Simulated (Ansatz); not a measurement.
# Pd (fcc type): the cost of one run

Computed with Ansatz 0.2.0 (DFT PBE, with the methods named in each step, unless a step's input says otherwise).

**1. The structure to begin with**

The structure is cubic, space group Fm-3m (No. 225). The conventional cell has a = 3.944 Å, b = 3.944 Å, c = 3.944 Å, α = 90.00°, β = 90.00°, γ = 90.00°. Pd (site symmetry m-3m) has 12 Pd at 2.79 Å as nearest neighbours.

Coordinates:

```
Pd
1.0
     1.97203    1.97203    0.00000
    -1.97203    1.97203    0.00000
     0.00000    0.00000    3.94406
Pd
2
Cartesian
  0.0000 0.0000 0.0000
  0.0000 1.9720 1.9720
```

Atoms are numbered in the order of the input: Pd1, Pd2.

**2. Bulk in the slab's orientation, LAPW**

File input.yaml:

```yaml
crystal:
  lattice:
    - [1.9720287096, 1.9720287096, 0.0]
    - [-1.9720287096, 1.9720287096, 0.0]
    - [0.0, 0.0, 3.9440574193]
  atoms:
    - { symbol: Pd, position: [0.0, 0.0, 0.0] }
    - { symbol: Pd, position: [0.5, 0.5, 0.5] }
kpoints:
  mp_grid: { grid: [12, 12, 8] }
scf:
  occupations: { method: fermi_dirac, width: 0.05 }
hamiltonian:
  xc: pbe
  pseudopotentials: { kind: all_electron, lapw: { basis_error: 0.001 } }
output:
  forces: true
  stress: true
  eigenvalues: true
```

Launch:

```sh
> ansatz run input.yaml --threads 1 --pin off --max-ram 3584MiB --backend cpu --events-out ev --progress --plain --runs-dir out
```

**Question.** How long does this run take on 1 thread of Intel Xeon Platinum 8375C at 2.90GHz (Ice Lake), shared host, and how much memory does it need?

About 38 s, with a peak of 0.57 GiB.
